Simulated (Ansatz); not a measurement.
# GaH5N2: molecular dynamics

The plan is to follow the molecule's vibrations and see whether its bonds hold. The start is relaxed first. Runs: 300 steps of 1 fs under a Nosé-Hoover thermostat at 400 K.

All numbers below are computed with Ansatz 0.2.0 (RKS B3LYP-D4/def2-SVP).

**1. The system as given**

Bond lengths: Ga1–H2 1.570 Å, Ga1–N3 1.930 Å, N3–H4 1.060 Å, N3–H5 1.060 Å, Ga1–N6 1.930 Å, N6–H7 1.060 Å, N6–H8 1.060 Å. Angles: H2–Ga1–N3 120.0°, H2–Ga1–N6 120.0°, N3–Ga1–N6 120.0°, Ga1–N3–H4 120.0°, Ga1–N3–H5 120.0°, H4–N3–H5 120.0°, Ga1–N6–H7 120.0°, Ga1–N6–H8 120.0°, H7–N6–H8 120.0°.

As a file:

```xyz
8

Ga    0.0000    0.0000    0.0000
H     0.0000    0.0000    1.5700
N     1.6714    0.0000   -0.9650
H     2.1380   -0.9179   -1.2168
H     2.1227    0.9179   -1.2432
N    -1.6714    0.0000   -0.9650
H    -2.3403   -0.8164   -0.8664
H    -1.9204    0.8164   -1.5936
```

**2. Relaxing the start**

input.yaml

```yaml
crystal:
  periodic: [false, false, false]
  atoms:
    - { symbol: Ga, position_ang: [0.0, 0.0, 0.0] }
    - { symbol: H, position_ang: [0.0, 0.0, 1.57] }
    - { symbol: "N", position_ang: [1.6714, 0.0, -0.965] }
    - { symbol: H, position_ang: [2.138, -0.9179, -1.2168] }
    - { symbol: H, position_ang: [2.1227, 0.9179, -1.2432] }
    - { symbol: "N", position_ang: [-1.6714, 0.0, -0.965] }
    - { symbol: H, position_ang: [-2.3403, -0.8164, -0.8664] }
    - { symbol: H, position_ang: [-1.9204, 0.8164, -1.5936] }
basis:
  gaussian: { orbitals: def2-SVP }
hamiltonian:
  xc: b3lyp
  dispersion: d4
relax:
  f_tol: 0.02
  max_steps: 40
```

Run with:

```console
> ansatz run input.yaml --threads 1 --pin off --max-ram 2048MiB --backend cpu --events-out ev --progress --plain --runs-dir out
```

The program printed (excerpt; [...] marks lines left out):

```text
Warning: RAYON_NUM_THREADS=1 ignored (pool sized by the plan → 1); use --threads N
[...]
Functional definition: B3LYP
[...]
932 factors; integrals over basis functions are off by at most 3.7e-4 eV
[...]
mean field -55431.51699962 eV, -2037.0706769043 hartree, gradient 3.6e-5 eV, S^2 0.000000; 0 other end points of the search recorded, 0 dependent functions left out
[...]
reference -55431.51725371 eV, -2037.0706862420 hartree; 25, 25 occupied and 60, 60 virtual orbitals, 932 factors
relax step   1: F+E_penalty+E_count = -55431.70491146 eV  Δ(F+E_penalty+E_count) = +0.000e0 eV  max|allowed force component| = 1.953e0 eV/Å  Δτ_max = 0.0000 Å  (26 SCF iters, accepted)
[...]
relax step   4: F+E_penalty+E_count = -55432.51031453 eV  Δ(F+E_penalty+E_count) = -1.164e-1 eV  max|allowed force component| = 7.117e-1 eV/Å  Δτ_max = 0.2000 Å  (29 SCF iters, accepted)
[...]
relax step   7: F+E_penalty+E_count = -55432.77199518 eV  Δ(F+E_penalty+E_count) = -8.970e-2 eV  max|allowed force component| = 5.120e-1 eV/Å  Δτ_max = 0.2000 Å  (28 SCF iters, accepted)
[...]
relax step  10: F+E_penalty+E_count = -55432.94606020 eV  Δ(F+E_penalty+E_count) = -2.695e-2 eV  max|allowed force component| = 6.320e-2 eV/Å  Δτ_max = 0.1904 Å  (28 SCF iters, accepted)
[...]
relax step  12: F+E_penalty+E_count = -55432.94653372 eV  Δ(F+E_penalty+E_count) = -4.735e-4 eV  max|allowed force component| = 2.325e-2 eV/Å  Δτ_max = 0.0048 Å  (22 SCF iters, accepted)
[...]
relax step  13: F+E_penalty+E_count = -55432.94837893 eV  Δ(F+E_penalty+E_count) = -1.845e-3 eV  max|allowed force component| = 8.659e-3 eV/Å  Δτ_max = 0.0490 Å  (25 SCF iters, accepted)
932 factors; integrals over basis functions are off by at most 4.9e-4 eV
mean field -55432.74954022 eV, -2037.1159719358 hartree, gradient 5.8e-5 eV, S^2 0.000000; 1 other end points of the search recorded, 0 dependent functions left out
[...]
reference -55432.74978259 eV, -2037.1159808427 hartree; 25, 25 occupied and 60, 60 virtual orbitals, 932 factors
Total energy: -55432.94862130 eV, -2037.1232880307 hartree
Atom 0 at    -0.002545     0.037663     0.007575 Å, force     0.000462    -0.000229    -0.008659 eV/Å
Atom 1 at    -0.008329     0.128165     1.561570 Å, force    -0.000388     0.000583    -0.000294 eV/Å
Atom 2 at     1.547225     0.114548    -0.947399 Å, force    -0.002043     0.003100     0.003482 eV/Å
Atom 3 at     1.606783     0.062493    -1.958014 Å, force     0.001528     0.003960    -0.000414 eV/Å
Atom 4 at     2.459190     0.249058    -0.526724 Å, force    -0.004285    -0.005769     0.001462 eV/Å
Atom 5 at    -1.544163    -0.156972    -0.943729 Å, force     0.003021     0.000290     0.003679 eV/Å
Atom 6 at    -2.461594    -0.222902    -0.518733 Å, force     0.003634     0.001986     0.002128 eV/Å
Atom 7 at    -1.596568    -0.212052    -1.954546 Å, force    -0.001929    -0.003920    -0.001383 eV/Å
Dipole moment:    -0.000242    -0.003343    -0.218605 e Å
```

It took 50 s on 1 thread of Intel Xeon Platinum 8259CL at 2.50GHz (Skylake/Cascade Lake), shared host; peak memory 0.19 GiB.

Step by step:

```
step  energy from step 1 (eV)  largest force component (eV/Å)
   1                   0.0000                          1.9532
   2                  -0.4607                          1.1634
   3                  -0.6890                          0.7464
   4                  -0.8054                          0.7117
   5                  -0.8895                          0.7581
   6                  -0.9774                          0.5635
   7                  -1.0671                          0.5120
   8                  -1.1518                          0.4327
   9                  -1.2142                          0.2629
  10                  -1.2411                          0.0632
 11x                  -1.2411                          0.0847
  12                  -1.2416                          0.0232
  13                  -1.2435                          0.0087
```

Step 1 is the start. 1 step was tried and not accepted (marked x).

After: Bond lengths: Ga1–H2 1.557 Å, Ga1–N3 1.822 Å, N3–H4 1.014 Å, N3–H5 1.013 Å, Ga1–N6 1.822 Å, N6–H7 1.013 Å, N6–H8 1.014 Å. Angles: H2–Ga1–N3 121.6°, H2–Ga1–N6 121.6°, N3–Ga1–N6 116.8°, Ga1–N3–H4 124.8°, Ga1–N3–H5 123.6°, H4–N3–H5 111.6°, Ga1–N6–H7 123.6°, Ga1–N6–H8 124.8°, H7–N6–H8 111.6°.

**3. The run**

300 steps of 1 fs under a Nosé-Hoover thermostat at 400 K, from the relaxed start.

input.yaml

```yaml
crystal:
  periodic: [false, false, false]
  atoms:
    - { symbol: Ga, position_ang: [-0.002545, 0.037663, 0.007575] }
    - { symbol: H, position_ang: [-0.008329, 0.128165, 1.56157] }
    - { symbol: "N", position_ang: [1.547225, 0.114548, -0.947399] }
    - { symbol: H, position_ang: [1.606783, 0.062493, -1.958014] }
    - { symbol: H, position_ang: [2.45919, 0.249058, -0.526724] }
    - { symbol: "N", position_ang: [-1.544163, -0.156972, -0.943729] }
    - { symbol: H, position_ang: [-2.461594, -0.222902, -0.518733] }
    - { symbol: H, position_ang: [-1.596568, -0.212052, -1.954546] }
basis:
  gaussian: { orbitals: def2-SVP }
hamiltonian:
  xc: b3lyp
  dispersion: d4
md:
  timestep: 1.0
  n_steps: 300
  ensemble: nvt_nose_hoover
  temperature: 400.0
  initial_velocities: maxwell_boltzmann
  seed: 877428
  nose_hoover: { tau: 20.0, chain_length: 3 }
```

Run with:

```console
> ansatz run input.yaml --threads 1 --pin off --max-ram 2048MiB --backend cpu --events-out ev --progress --plain --runs-dir out
```

The program printed (excerpt; [...] marks lines left out):

```text
Warning: RAYON_NUM_THREADS=1 ignored (pool sized by the plan → 1); use --threads N
[...]
[... 1 set-up line as earlier in the session ...]
[...]
932 factors; integrals over basis functions are off by at most 5.7e-4 eV
[...]
mean field -55432.74955261 eV, -2037.1159723913 hartree, gradient 1.3e-5 eV, S^2 0.000000; 0 other end points of the search recorded, 0 dependent functions left out
[...]
reference -55432.74979419 eV, -2037.1159812691 hartree; 25, 25 occupied and 60, 60 virtual orbitals, 932 factors
md step     0: t =     0.00 fs  T =   400.0 K  F+E_penalty+E_count = -55432.94839130 eV  E_kin = 0.310224 eV  conserved = -55432.63816730 eV  (25 SCF iters)
[...]
md step    18: t =    18.00 fs  T =   266.3 K  F+E_penalty+E_count = -55432.79648124 eV  E_kin = 0.206535 eV  conserved = -55432.63689165 eV  (26 SCF iters, 3 dispersion substeps)
[...]
md step    36: t =    36.00 fs  T =   323.1 K  F+E_penalty+E_count = -55432.67486190 eV  E_kin = 0.250591 eV  conserved = -55432.62838842 eV  (26 SCF iters, 3 dispersion substeps)
[...]
md step    54: t =    54.00 fs  T =   479.3 K  F+E_penalty+E_count = -55432.71225028 eV  E_kin = 0.371695 eV  conserved = -55432.62046780 eV  (26 SCF iters, 3 dispersion substeps)
[...]
md step    70: t =    70.00 fs  T =   309.6 K  F+E_penalty+E_count = -55432.59419113 eV  E_kin = 0.240094 eV  conserved = -55432.62637550 eV  (26 SCF iters, 3 dispersion substeps)
md step    71: t =    71.00 fs  T =   303.6 K  F+E_penalty+E_count = -55432.58920567 eV  E_kin = 0.235472 eV  conserved = -55432.62615600 eV  (27 SCF iters, 3 dispersion substeps)
```

**4. The log goes on: dynamics from the start**

Output, continued (excerpt; [...] marks lines left out):

```text
md step    72: t =    72.00 fs  T =   273.6 K  F+E_penalty+E_count = -55432.55930650 eV  E_kin = 0.212224 eV  conserved = -55432.61992161 eV  (27 SCF iters, 3 dispersion substeps)
[...]
md step    94: t =    94.00 fs  T =   563.6 K  F+E_penalty+E_count = -55432.71632965 eV  E_kin = 0.437132 eV  conserved = -55432.62880236 eV  (26 SCF iters, 3 dispersion substeps)
[...]
md step   116: t =   116.00 fs  T =   385.4 K  F+E_penalty+E_count = -55432.56221305 eV  E_kin = 0.298876 eV  conserved = -55432.62130936 eV  (26 SCF iters, 3 dispersion substeps)
[...]
md step   138: t =   138.00 fs  T =   291.8 K  F+E_penalty+E_count = -55432.62917126 eV  E_kin = 0.226323 eV  conserved = -55432.62317847 eV  (27 SCF iters, 3 dispersion substeps)
[...]
md step   160: t =   160.00 fs  T =   238.9 K  F+E_penalty+E_count = -55432.70635171 eV  E_kin = 0.185253 eV  conserved = -55432.62662101 eV  (26 SCF iters, 3 dispersion substeps)
md step   161: t =   161.00 fs  T =   207.0 K  F+E_penalty+E_count = -55432.68097883 eV  E_kin = 0.160544 eV  conserved = -55432.62459871 eV  (27 SCF iters, 3 dispersion substeps)
md step   162: t =   162.00 fs  T =   230.0 K  F+E_penalty+E_count = -55432.70128985 eV  E_kin = 0.178401 eV  conserved = -55432.62609612 eV  (26 SCF iters, 3 dispersion substeps)
```

**5. The output, continued: dynamics from the start**

Output, continued (excerpt; [...] marks lines left out):

```text
md step   163: t =   163.00 fs  T =   283.2 K  F+E_penalty+E_count = -55432.74476883 eV  E_kin = 0.219616 eV  conserved = -55432.62762799 eV  (26 SCF iters, 3 dispersion substeps)
[...]
md step   181: t =   181.00 fs  T =   225.4 K  F+E_penalty+E_count = -55432.65776837 eV  E_kin = 0.174789 eV  conserved = -55432.62365248 eV  (27 SCF iters, 3 dispersion substeps)
[...]
md step   199: t =   199.00 fs  T =   392.5 K  F+E_penalty+E_count = -55432.51374701 eV  E_kin = 0.304403 eV  conserved = -55432.61523213 eV  (27 SCF iters, 3 dispersion substeps)
[...]
md step   217: t =   217.00 fs  T =   648.7 K  F+E_penalty+E_count = -55432.61522138 eV  E_kin = 0.503130 eV  conserved = -55432.61555673 eV  (26 SCF iters, 3 dispersion substeps)
[...]
Total energy: -55432.60023527 eV, -2037.1104850803 hartree
Atom 0 at     0.015120     0.030753     0.015988 Å, force    -2.411742     0.006168     0.813943 eV/Å
Atom 1 at    -0.094897     0.196956     1.560334 Å, force     0.042607    -0.003580     0.071123 eV/Å
Atom 2 at     1.479468     0.174058    -0.948125 Å, force     3.537755    -1.469059    -1.863758 eV/Å
Atom 3 at     1.473112    -0.443482    -1.811263 Å, force     0.014565     1.135805     1.054647 eV/Å
Atom 4 at     2.466549     0.072131    -0.556873 Å, force    -1.793280     0.281066    -0.460559 eV/Å
Atom 5 at    -1.566179    -0.189782    -0.985572 Å, force     2.795872    -0.748864    -0.845778 eV/Å
Atom 6 at    -2.347045     0.240807    -0.595496 Å, force    -1.939562     0.897840     0.737373 eV/Å
Atom 7 at    -1.472635     0.045318    -1.983527 Å, force    -0.246215    -0.099376     0.493010 eV/Å
Dipole moment:     0.177688    -0.016261    -0.150537 e Å
```

It took 18 min on 1 thread of Intel Xeon Platinum 8259CL at 2.50GHz (Skylake/Cascade Lake), shared host; peak memory 0.19 GiB.

**6. What the atoms did**

One step in 12; energies are changes from step 0:

```
time (fs)  T (K)  potential energy change (meV/atom)  conserved energy change (meV/atom)
      0.0    400                                 0.0                                0.00
     12.0    166                                26.6                                1.43
     24.0    258                                27.1                                0.80
     36.0    323                                34.2                                1.22
     48.0    409                                34.8                                2.38
     60.0    439                                33.2                                1.91
     72.0    274                                48.6                                2.28
     84.0    457                                33.9                                1.69
     96.0    446                                43.1                                2.88
    108.0    529                                35.6                                1.43
    120.0    399                                46.0                                2.84
    132.0    404                                34.2                                1.60
    144.0    316                                32.4                                1.66
    156.0    233                                31.7                                1.19
    168.0    365                                16.7                                0.49
    180.0    218                                36.2                                1.66
    192.0    508                                26.4                                1.08
    204.0    317                                65.9                                2.42
    216.0    682                                38.4                                2.67
    228.0    453                                50.7                                2.44
    240.0    440                                39.9                                2.69
    252.0    311                                40.8                                1.24
    264.0    360                                36.0                                2.45
    276.0    418                                27.9                                1.11
    288.0    396                                29.8                                1.82
    300.0    247                                43.5                                2.24
```

time (fs), T (K) and a bar:
```
      0.0        400 ################
     13.0        223 ###
     26.0        184 
     39.0        279 #######
     52.0        511 ########################
     65.0        449 ###################
     78.0        290 ########
     91.0        453 ####################
    104.0        523 #########################
    117.0        464 #####################
    130.0        426 ##################
    143.0        287 ########
    157.0        187 
    170.0        296 ########
    183.0        318 ##########
    196.0        592 ##############################
    209.0        355 #############
    222.0        522 #########################
    235.0        426 ##################
    248.0        381 ##############
    261.0        444 ###################
    274.0        361 #############
    287.0        352 ############
    300.0        247 #####
```

Maxima of the velocity power spectrum (cm⁻¹, relative height; resolution about 220 cm⁻¹): 310 (73), 690 (76), 3610 (100).

**7. Positions and forces**

Extended XYZ, with forces in eV/Å:

```xyz
8
time_fs=38.0 T=318 dE=0.2962
Ga   -0.007    0.038   -0.001    0.647    0.110   -0.359
H    -0.158    0.041    1.572    0.153    0.005   -0.266
N     1.623    0.071   -0.924   -1.003    0.417   -2.105
H     1.595    0.310   -1.963   -0.340   -0.613    1.607
H     2.500    0.472   -0.648    0.424    0.171    0.865
N    -1.600   -0.103   -0.932    1.966    0.966   -1.499
H    -2.207   -0.593   -0.352   -1.940   -1.172    1.054
H    -1.700   -0.372   -1.922    0.093    0.117    0.703
8
time_fs=75.0 T=373 dE=0.3102
Ga   -0.016    0.019   -0.002    1.555    0.566   -0.238
H     0.285    0.314    1.502   -0.446   -0.140    0.122
N     1.609    0.227   -0.948   -1.664   -0.927   -1.646
H     1.670   -0.313   -1.853   -0.019    0.832    1.024
H     2.365   -0.091   -0.388    1.165   -0.274    0.714
N    -1.564   -0.181   -0.910    1.233   -0.755   -1.308
H    -2.338    0.241   -0.498   -1.974    0.770    0.861
H    -1.619   -0.092   -1.931    0.150   -0.073    0.472
8
time_fs=112.0 T=454 dE=0.3355
Ga    0.006    0.052    0.010   -1.156   -0.716    0.310
H    -0.055   -0.158    1.541   -0.070    0.172    0.205
N     1.524    0.024   -0.945   -1.369   -0.470   -2.121
H     1.311    0.454   -1.866    0.741   -0.305    0.588
H     2.216    0.511   -0.468    2.137    1.212    0.701
N    -1.517   -0.170   -0.969    0.298    0.111   -0.451
H    -2.369   -0.185   -0.468   -1.165   -0.076    0.833
H    -1.775   -0.132   -1.952    0.584    0.073   -0.065
8
time_fs=150.0 T=388 dE=0.1567
Ga    0.010    0.033    0.025   -1.482    0.057   -0.300
H     0.019    0.298    1.557   -0.007   -0.120    0.031
N     1.497    0.128   -0.970    0.560   -0.183   -1.389
H     1.572   -0.065   -1.985   -0.235    0.146    0.860
H     2.405    0.039   -0.551    0.528    0.090    0.238
N    -1.573   -0.095   -0.997    0.349    0.172    2.458
H    -2.325   -0.677   -0.618    0.113    0.273   -0.119
H    -1.446   -0.301   -1.948    0.175   -0.434   -1.778
8
time_fs=188.0 T=370 dE=0.2545
Ga   -0.006    0.028    0.018    0.313    0.000   -0.801
H    -0.047    0.104    1.589    0.149    0.090   -0.266
N     1.577    0.165   -1.005    1.465   -0.144    1.577
H     1.836   -0.223   -1.920   -0.583    0.130    0.308
H     2.491    0.196   -0.443   -1.787   -0.057   -0.961
N    -1.578   -0.169   -0.940    0.122    0.264    1.931
H    -2.455    0.279   -0.669    0.275   -0.230    0.052
H    -1.516   -0.234   -1.916    0.046   -0.053   -1.841
8
time_fs=225.0 T=480 dE=0.4078
Ga   -0.020    0.046   -0.015    2.169    0.139    0.118
H    -0.285    0.057    1.535    0.459   -0.010   -0.042
N     1.657    0.075   -0.947    0.259   -0.197    2.660
H     1.763    0.385   -1.906    0.224    0.039    0.054
H     2.558    0.104   -0.341   -2.046    0.122   -1.742
N    -1.556   -0.189   -0.869   -1.152   -0.245    1.228
H    -2.449   -0.101   -0.385    0.275   -0.062    0.232
H    -1.736   -0.046   -1.810   -0.188    0.214   -2.508
8
time_fs=262.0 T=457 dE=0.2025
Ga   -0.004    0.040   -0.015   -0.019   -0.017    0.687
H     0.186    0.111    1.526   -0.186    0.035    0.199
N     1.581    0.055   -0.900    1.671    0.806    0.614
H     1.671    0.202   -1.898    0.089    0.004   -0.167
H     2.437    0.447   -0.399   -1.562   -0.753   -0.929
N    -1.608   -0.083   -0.900    0.357    0.209    0.400
H    -2.337   -0.673   -0.528   -0.361   -0.084    0.498
H    -1.431   -0.440   -1.813    0.010   -0.200   -1.302
8
time_fs=300.0 T=247 dE=0.3484
Ga    0.015    0.031    0.016   -2.412    0.006    0.814
H    -0.095    0.197    1.560    0.043   -0.004    0.071
N     1.480    0.174   -0.948    3.538   -1.469   -1.864
H     1.473   -0.444   -1.811    0.015    1.136    1.055
H     2.466    0.072   -0.557   -1.793    0.281   -0.461
N    -1.566   -0.190   -0.986    2.796   -0.749   -0.846
H    -2.347    0.241   -0.596   -1.940    0.898    0.737
H    -1.473    0.045   -1.984   -0.246   -0.099    0.493
```

**8. What came out**

```
                              quantity                          value
               relaxation of the start       11 moves, 1.243 eV lower
                                length              300 steps of 1 fs
      temperature, first and last step                  400 and 247 K
              temperature, second half  mean 387 K, from 179 to 735 K
         potential energy, second half    +37 meV/atom from the start
largest change of the conserved energy                  3.52 meV/atom
                bonds formed or broken                              0
```

In words: Against a set 400 K the second half averages 387 K with a spread of 114 K. The conserved energy strays from its start by at most 3.52 meV/atom, 9.6 % of the mean kinetic energy, which is poor: the step of 1 fs is too long for the fastest motion. The bonds all hold. Averages from a run of 300 fs with 8 atoms are rough. The nuclei move classically, without zero-point motion, which matters most for hydrogen.
